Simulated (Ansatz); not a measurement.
# Ge: the cost of one run

Computed with Ansatz 0.2.0 (DFT r2SCAN, scalar-relativistic, plane waves, PAW, unless a step's input says otherwise).

6 further runs of the same task are left out: 6 set aside as unsound or not needed.

### 1 The starting structure

The structure is cubic, space group F-43m (No. 216). Conventional cell: a = 5.678 Å, b = 5.678 Å, c = 5.678 Å, α = 90.00°, β = 90.00°, γ = 90.00°. Around Al (site symmetry -43m) lie 4 As at 2.46 Å. Around As (site symmetry -43m) lie 4 Al at 2.46 Å.

Coordinates:

```cif
data_structure
_symmetry_space_group_name_H-M 'F-43m'
_symmetry_Int_Tables_number 216
_cell_length_a 5.6779
_cell_length_b 5.6779
_cell_length_c 5.6779
_cell_angle_alpha 90.000
_cell_angle_beta 90.000
_cell_angle_gamma 90.000
_cell_volume 183.05
loop_
_atom_site_label
_atom_site_type_symbol
_atom_site_symmetry_multiplicity
_atom_site_Wyckoff_symbol
_atom_site_fract_x
_atom_site_fract_y
_atom_site_fract_z
_atom_site_occupancy
Al1 Al 4 a 0.00000 0.00000 0.00000 1
As1 As 4 c 0.25000 0.25000 0.25000 1
```

It is the result of an earlier relaxation at this level (volume 22.88 Å³/atom; gap on the mesh: 1.81 eV).

### 2 The film's bulk: Ge

Relaxed beforehand at this level: -4302.9067 eV/atom, gap on the mesh 0.35 eV.

```cif
data_structure
_symmetry_space_group_name_H-M 'Fd-3m:1'
_symmetry_Int_Tables_number 227
_cell_length_a 5.6750
_cell_length_b 5.6750
_cell_length_c 5.6750
_cell_angle_alpha 90.000
_cell_angle_beta 90.000
_cell_angle_gamma 90.000
_cell_volume 182.77
loop_
_atom_site_label
_atom_site_type_symbol
_atom_site_symmetry_multiplicity
_atom_site_Wyckoff_symbol
_atom_site_fract_x
_atom_site_fract_y
_atom_site_fract_z
_atom_site_occupancy
Ge1 Ge 8 a 0.75000 0.25000 0.75000 1
```

The bulk reference of AlAs, the base, comes from a run made before at the same settings: -2703.1217 eV/atom.

### 3 Ge strained to the base's plane

The (111) plane of Ge is fitted to the (111) plane of AlAs, a strain of +0.1 % along x and +0.1 % along y; the third vector and the atoms relax.

input.yaml reads:

```yaml
crystal:
  lattice:
    - [4.0148756536, 0.0, 0.0]
    - [-2.0074378268, 3.476984309, 0.0]
    - [2.0074378268, -1.1589947697, 3.27446757]
  atoms:
    - { symbol: Ge, position: [0.0, 0.0, 0.0] }
    - { symbol: Ge, position: [0.75, 0.25, 0.75] }
basis:
  ecutwfc: 500
kpoints:
  mp_grid: { grid: [9, 9, 11] }
hamiltonian:
  xc: r2scan
scf:
  occupations: { method: gaussian, width: 0.02 }
output:
  forces: true
  stress: true
  eigenvalues: true
relax:
  adjacent_minimum: "off"
  f_tol: 0.01
  max_steps: 50
  cell: { fix: [a, b, gamma], stress_tol: 0.1 }
```

On the command line:

```console
$ ansatz run input.yaml --threads 2 --pin off --max-ram 5120MiB --backend cpu --events-out ev --progress --plain --runs-dir out
```

**Question.** How long does this run take on 2 threads of AMD EPYC 7R32 (Zen 2), shared host, and how much memory does it need?

About 24 s, with a peak of 0.7 GiB.
